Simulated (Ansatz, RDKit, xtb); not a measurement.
# C2H7BOSi: which of the isomers drawn lies lowest?

A sample of isomers of C2H7BOSi is drawn. Aim: find which of them has the lowest free energy at 298.15 K, then its properties. The sample is small against all isomers, and the most stable one of this formula need not be in it.

The funnel: GFN2-xTB relaxations, single points with a density functional, relaxations at B3LYP-D3(BJ)/def2-SVP, harmonic vibrations, and a last energy at a higher level. All values are calculated.

### Step 1. Candidates

Isomers were taken from a list of plausible structures; this is a sample, not all of them. That gives 3 candidates.

| label | SMILES | spin |
| --- | --- | --- |
| c729 | B[C@@H]1O[C@H]1[SiH3] | singlet |
| c943 | B[C@@H]1O[C@@H]1[SiH3] | singlet |
| c959 | B[C@@]1([SiH3])CO1 | singlet |

Candidates are built by distance geometry, with a force field where one applies, in up to four conformers (letters a to d).

### Step 2. Search with GFN2-xTB

All 3 starts are relaxed the same way. One of them, c943a (taken from a list of positional isomers, embedded by distance geometry and UFF), in full:

start.xyz reads:

```xyz
12
c943a
C      0.850914     1.117894    -0.558783
C     -0.548349     1.459664    -0.949815
B      1.506137    -0.295896    -0.979657
O     -0.223495     0.909199     0.314429
Si    -1.637164     0.309057    -1.914654
H      1.082425    -1.308270    -0.536314
H      2.416828    -0.287092    -1.785821
H      1.528535     1.928187    -0.173326
H     -0.796792     2.548927    -0.794384
H     -1.366237    -1.094795    -1.534144
H     -3.025515     0.598091    -1.656041
H     -1.337158     0.487589    -3.364258
```

Run with:

```console
xtb start.xyz --gfn 2 --opt
```

What it wrote (excerpt; [...] marks lines left out):

```text
* xtb version 6.7.1
[...]
          :  # basis functions                  33          :
[...]
          :  # electrons                        28          :
[...]
          :  Hamiltonian                  GFN2-xTB          :
[...]
          :  net charge                          0          :
          :  unpaired electrons                  0          :
[...]
   *** convergence criteria satisfied after 13 iterations ***
[...]
   *** GEOMETRY OPTIMIZATION CONVERGED AFTER 14 ITERATIONS ***
[...]
   *** convergence criteria satisfied after 3 iterations ***
[...]
         ::                     SUMMARY                     ::
         :::::::::::::::::::::::::::::::::::::::::::::::::::::
         :: total energy             -14.830423306405 Eh    ::
         :: gradient norm              0.000560184539 Eh/a0 ::
         :: HOMO-LUMO gap              3.259120198409 eV    ::
         ::.................................................::
         :: SCC energy               -14.974543481875 Eh    ::
         :: -> isotropic ES            0.049136682207 Eh    ::
         :: -> anisotropic ES          0.003174995289 Eh    ::
         :: -> anisotropic XC         -0.000783469343 Eh    ::
         :: -> dispersion             -0.007008357910 Eh    ::
         :: repulsion energy           0.144120175470 Eh    ::
         :: add. restraining           0.000000000000 Eh    ::
         :: total charge              -0.000000000000 e     ::
         :::::::::::::::::::::::::::::::::::::::::::::::::::::
[...]
        14        2.0000           -0.3931565             -10.6983 (HOMO)
        15                         -0.2733860              -7.4392 (LUMO)
[...]
     #   Z          covCN         q      C6AA      α(0)
     1   6 C        3.656     0.024    20.454     6.492
     2   6 C        3.629     0.007    20.872     6.580
     3   5 B        2.783     0.231    17.856     7.065
     4   8 O        1.703    -0.342    19.749     6.000
     5  14 Si       3.636     0.443    99.061    19.090
     6   1 H        0.940    -0.074     4.721     3.397
     7   1 H        0.940    -0.085     5.068     3.520
     8   1 H        0.924     0.022     2.708     2.574
     9   1 H        0.924     0.013     2.849     2.640
    10   1 H        0.920    -0.067     4.548     3.335
    11   1 H        0.918    -0.078     4.858     3.447
    12   1 H        0.918    -0.093     5.327     3.610
[...]
     #   Z sym  total        # sym  WBO       # sym  WBO       # sym  WBO
 ---------------------------------------------------------------------------
     1   6 C    3.869 --     3 B    1.074     8 H    0.961     2 C    0.913
                             4 O    0.913
     2   6 C    3.869 --     4 O    0.974     9 H    0.974     1 C    0.913
                             5 Si   0.855
     3   5 B    3.163 --     1 C    1.074     6 H    0.984     7 H    0.981
     4   8 O    1.988 --     2 C    0.974     1 C    0.913
     5  14 Si   3.593 --    10 H    0.904    11 H    0.901    12 H    0.898
                             2 C    0.855
     6   1 H    0.995 --     3 B    0.984
     7   1 H    0.993 --     3 B    0.981
     8   1 H    1.000 --     1 C    0.961
     9   1 H    1.000 --     2 C    0.974
    10   1 H    0.995 --     5 Si   0.904
[...]
molecular dipole:
                 x           y           z       tot (Debye)
 q only:       -0.190      -0.147      -0.981
   full:        0.014       0.192      -0.689       1.818
molecular quadrupole (traceless):
[...]
          | TOTAL ENERGY              -14.830423306405 Eh   |
          | GRADIENT NORM               0.000560184539 Eh/α |
          | HOMO-LUMO GAP               3.259120198409 eV   |
           -------------------------------------------------
[...]
```

Wall time 0.096 s (2 threads of Intel Xeon Platinum 8488C (Sapphire Rapids), shared host).

### Step 3. The minima found

3 of the 3 relaxations converged. 3 distinct structures remain:

| label | start | SMILES after | spin | energy (kcal/mol) |
| --- | --- | --- | --- | --- |
| c729a | drawn | B[C@@H]1O[C@H]1[SiH3] | singlet | 0.0 |
| c959a | drawn | B[C@@]1([SiH3])CO1 | singlet | 0.5 |
| c943a | drawn | B[C@@H]1O[C@@H]1[SiH3] | singlet | 1.4 |

### Step 4. Single points on the low minima

A choice of the minima (the low ones first, few conformers of a pattern, up to a cap) and the lowest that fell apart get a single point at r2SCAN-D4/def2-SVP on the tight-binding geometry, and one at HF/STO-3G for comparison. The lowest singlets are also tried as triplets at the same geometry (label ending in t). The first, c729a:

input.yaml reads:

```yaml
crystal:
  periodic: [false, false, false]
  atoms:
    - {symbol: C, position_ang: [-0.785443, -0.232529, -1.043996]}
    - {symbol: C, position_ang: [-0.225393, 1.105743, -1.398258]}
    - {symbol: B, position_ang: [-1.289306, -1.129689, -2.195916]}
    - {symbol: O, position_ang: [-1.448177, 0.980209, -0.746087]}
    - {symbol: Si, position_ang: [1.189611, 1.829130, -0.369638]}
    - {symbol: H, position_ang: [-0.876493, -2.218094, -2.287232]}
    - {symbol: H, position_ang: [-2.045182, -0.700142, -2.973990]}
    - {symbol: H, position_ang: [-0.327422, -0.678963, -0.159282]}
    - {symbol: H, position_ang: [-0.320168, 1.396863, -2.445097]}
    - {symbol: H, position_ang: [2.439815, 1.381802, -0.987939]}
    - {symbol: H, position_ang: [1.063263, 1.331679, 0.997770]}
    - {symbol: H, position_ang: [1.075618, 3.286120, -0.412027]}
basis:
  gaussian:
    orbitals: def2-SVP
hamiltonian:
  xc: {name: r2SCAN}
  dispersion: d4
scf:
  lower_state_search: off
output: {orbitals: {seedname: orbitals}}
```

Run with:

```console
ansatz run input.yaml --threads 2 --pin off --max-ram 5220MiB --events-out events.jsonl --progress --plain --runs-dir runs
```

What it wrote (excerpt; [...] marks lines left out):

```text
Warning: RAYON_NUM_THREADS=2 ignored (pool sized by the plan → 2); use --threads N
Functional definition: r2SCAN
  name "r2SCAN"
[...]
1215 factors; their error is unknown
[...]
mean field -12776.82088420 eV, -469.5395070542 hartree, gradient 5.6e-6 eV, S^2 0.000000; 0 other end points of the search recorded, 0 dependent functions left out
reference -12776.82089550 eV, -469.5395074693 hartree; 23, 23 occupied and 86, 86 virtual orbitals, 1215 factors
Total energy: -12776.88000902 eV, -469.5416798513 hartree
Checks for a lower state left out: stability, starts, cluster_reference, orbital_swaps, neighbouring_geometries, increment
```

Run time: 1.7 s. Hardware: 2 threads of Intel Xeon Platinum 8488C (Sapphire Rapids), shared host; peak memory 0.15 GiB.

Relative energies in kcal/mol, each column from its lowest structure that stays in one piece:

| label | SMILES | spin | GFN2-xTB | HF/STO-3G | r2SCAN-D4/def2-SVP |
| --- | --- | --- | --- | --- | --- |
| c729a | B[C@@H]1O[C@H]1[SiH3] | singlet | 0.0 | 0.0 | 0.0 |
| c959a | B[C@@]1([SiH3])CO1 | singlet | 0.5 | 5.4 | 2.1 |
| c943a | B[C@@H]1O[C@@H]1[SiH3] | singlet | 1.4 | 1.6 | 2.2 |
| c959at | B[C@@]1([SiH3])CO1 | triplet | – | – | 87.1 |
| c729at | B[C@@H]1O[C@H]1[SiH3] | triplet | – | – | 95.9 |

### Step 5. Third filter: density-functional geometries

3 candidates are relaxed at B3LYP-D3(BJ)/def2-SVP (chosen among the lowest in one piece). The first, c729a:

Changes to input.yaml since step 4:

```diff
@@ -18,7 +18,8 @@
     orbitals: def2-SVP
-hamiltonian:
-  xc: {name: r2SCAN}
-  dispersion: d4
+relax:
+  f_tol: 0.003
 scf:
   lower_state_search: off
-output: {orbitals: {seedname: orbitals}}
+hamiltonian:
+  xc: {name: B3LYP}
+  dispersion: d3bj
```

Run with:

```console
ansatz run input.yaml --threads 2 --pin off --max-ram 5220MiB --events-out events.jsonl --progress --plain --runs-dir runs
```

What it wrote (excerpt; [...] marks lines left out):

```text
Warning: RAYON_NUM_THREADS=2 ignored (pool sized by the plan → 2); use --threads N
[...]
Functional definition: B3LYP
  name "B3LYP"
[...]
1192 factors; integrals over basis functions are off by at most 6.5e-4 eV
[...]
mean field -12781.24278794 eV, -469.7020090193 hartree, gradient 4.6e-6 eV, S^2 0.000000; 0 other end points of the search recorded, 0 dependent functions left out
[...]
reference -12781.24306390 eV, -469.7020191608 hartree; 23, 23 occupied and 86, 86 virtual orbitals, 1192 factors
relax step   1: F+E_penalty+E_count = -12781.66165359 eV  Δ(F+E_penalty+E_count) = +0.000e0 eV  max|allowed force component| = 1.053e0 eV/Å  Δτ_max = 0.0000 Å  (14 SCF iters, accepted)
[...]
relax step   4: F+E_penalty+E_count = -12781.76940028 eV  Δ(F+E_penalty+E_count) = -3.666e-3 eV  max|allowed force component| = 6.339e-2 eV/Å  Δτ_max = 0.0193 Å  (22 SCF iters, accepted)
[...]
Atom 3 at    -1.495167     1.016770    -0.767086 Å, force    -0.000970    -0.000009     0.000345 eV/Å
Atom 4 at     1.188831     1.816136    -0.403069 Å, force    -0.000625     0.000416    -0.000869 eV/Å
Atom 5 at    -0.807721    -2.212642    -2.326723 Å, force    -0.000052     0.000058     0.000077 eV/Å
Atom 6 at    -2.036892    -0.653969    -2.992049 Å, force     0.000220     0.000529     0.000114 eV/Å
Atom 7 at    -0.418023    -0.680503    -0.064295 Å, force     0.000825     0.000213    -0.000224 eV/Å
Atom 8 at    -0.291041     1.324757    -2.478187 Å, force     0.000227    -0.001166     0.000482 eV/Å
Atom 9 at     2.489258     1.450995    -1.036643 Å, force    -0.000034     0.000052     0.000090 eV/Å
Atom 10 at     1.122817     1.273858     0.981500 Å, force    -0.000110    -0.000104     0.000024 eV/Å
Atom 11 at     1.058837     3.300414    -0.375672 Å, force     0.000212    -0.000107     0.000048 eV/Å
Dipole moment:     0.301798    -0.060605    -0.047291 e Å
Checks for a lower state left out: stability, starts, cluster_reference, orbital_swaps, neighbouring_geometries, increment
```

It took 35 s on 2 threads of Intel Xeon Platinum 8488C (Sapphire Rapids), shared host; peak memory 0.23 GiB.

Energy change by step (eV): 0.0000, -0.0938, -0.1041, -0.1077, -0.1086, -0.1093, -0.1095, -0.1096, -0.1096, -0.1096, -0.1096, -0.1096, -0.1096.

After the run. Bond lengths: C1–C2 1.514 Å, C1–B3 1.540 Å, C1–O4 1.437 Å, C2–O4 1.412 Å, C2–Si5 1.894 Å, B3–H6 1.206 Å, B3–H7 1.205 Å, C1–H8 1.099 Å, C2–H9 1.103 Å, Si5–H10 1.492 Å, Si5–H11 1.488 Å, Si5–H12 1.490 Å. Some angles: C1–C2–O4 58.7°, C1–C2–Si5 119.6°, O4–C2–Si5 116.6°, C2–C1–B3 112.7°, C2–C1–O4 57.1°, B3–C1–O4 118.7°, C1–O4–C2 64.2°, C1–C2–H9 116.8°, O4–C2–H9 113.9°, Si5–C2–H9 117.6°.

### Step 6. The relaxed candidates

| label | spin | r2SCAN-D4/def2-SVP (kcal/mol) | B3LYP-D3(BJ)/def2-SVP, relaxed (kcal/mol) | time |
| --- | --- | --- | --- | --- |
| c959a | singlet | 2.1 | 0.0 | 42 s |
| c729a | singlet | 0.0 | 0.1 | 35 s |
| c943a | singlet | 2.2 | 2.3 | 41 s |

c959a: Bond lengths: C1–C2 1.510 Å, C1–B3 1.543 Å, C1–O4 1.469 Å, C2–O4 1.389 Å, C1–Si5 1.895 Å, B3–H6 1.205 Å, B3–H7 1.207 Å, Si5–H8 1.492 Å, Si5–H9 1.491 Å, Si5–H10 1.490 Å, C2–H11 1.100 Å, C2–H12 1.100 Å. Some angles: C1–C2–O4 60.7°, C2–C1–B3 112.8°, C2–C1–O4 55.6°, C2–C1–Si5 116.9°, B3–C1–O4 116.5°, B3–C1–Si5 123.5°, O4–C1–Si5 112.8°, C1–O4–C2 63.7°, C1–C2–H11 117.8°, C1–C2–H12 119.7°.

c729a: Bond lengths: C1–C2 1.514 Å, C1–B3 1.540 Å, C1–O4 1.437 Å, C2–O4 1.412 Å, C2–Si5 1.894 Å, B3–H6 1.206 Å, B3–H7 1.205 Å, C1–H8 1.099 Å, C2–H9 1.103 Å, Si5–H10 1.492 Å, Si5–H11 1.488 Å, Si5–H12 1.490 Å. Some angles: C1–C2–O4 58.7°, C1–C2–Si5 119.6°, O4–C2–Si5 116.6°, C2–C1–B3 112.7°, C2–C1–O4 57.1°, B3–C1–O4 118.7°, C1–O4–C2 64.2°, C1–C2–H9 116.8°, O4–C2–H9 113.9°, Si5–C2–H9 117.6°.

c943a: Bond lengths: C1–C2 1.514 Å, C1–B3 1.545 Å, C1–O4 1.436 Å, C2–O4 1.412 Å, C2–Si5 1.899 Å, B3–H6 1.203 Å, B3–H7 1.207 Å, C1–H8 1.100 Å, C2–H9 1.104 Å, Si5–H10 1.485 Å, Si5–H11 1.490 Å, Si5–H12 1.492 Å. Some angles: C1–C2–O4 58.7°, C1–C2–Si5 127.2°, O4–C2–Si5 117.6°, C2–C1–B3 119.3°, C2–C1–O4 57.1°, B3–C1–O4 120.3°, C1–O4–C2 64.2°, C1–C2–H9 112.8°, O4–C2–H9 114.0°, Si5–C2–H9 114.6°.

(Part 1 of 2 ends here.)
